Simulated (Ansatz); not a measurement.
A run of Ansatz 0.2.0 is set up as follows.

File input.yaml:

```yaml
crystal:
  lattice:
    - [0.0, 3.17885138, 3.17885138]
    - [3.17885138, 0.0, 3.17885138]
    - [3.17885138, 3.17885138, 0.0]
  atoms:
    - { symbol: Mo, position: [0.0, 0.0, 0.0] }
    - { symbol: I, position: [0.75, 0.75, 0.75] }
hamiltonian:
  xc: pbe
  pseudopotentials: { kind: paw }
kpoints:
  mp_grid: { grid: [7, 7, 7] }
scf:
  occupations: { method: fermi_dirac, width: 0.05 }
output:
  forces: true
  stress: true
  eigenvalues: true
relax:
  f_tol: 0.01
  max_steps: 40
  cell: { stress_tol: 0.05 }
```

Potentials or basis: Ansatz PAW.

Command:

```sh
$ ansatz run input.yaml --threads 2 --pin off --max-ram 5632MiB --backend cpu --events-out ev --progress --plain --runs-dir out
```

(1) What does it give for the relaxed volume?

(2) Predict the space group after relaxing (to 0.05 Å).

(3) Estimate the relaxed cell.

(4) What does it give for the band gap on the k mesh?

Results:

(1) 28.19 Å³/atom.

(2) F-43m (No. 216).

(3) a = 4.304 Å, b = 4.304 Å, c = 4.304 Å, α = 60.00°, β = 60.00°, γ = 60.00°.

(4) none (metal or under the smearing width).

Caveat: an odd number of electrons without spin polarisation forces a metal; a magnetic or distorted state may lie lower.
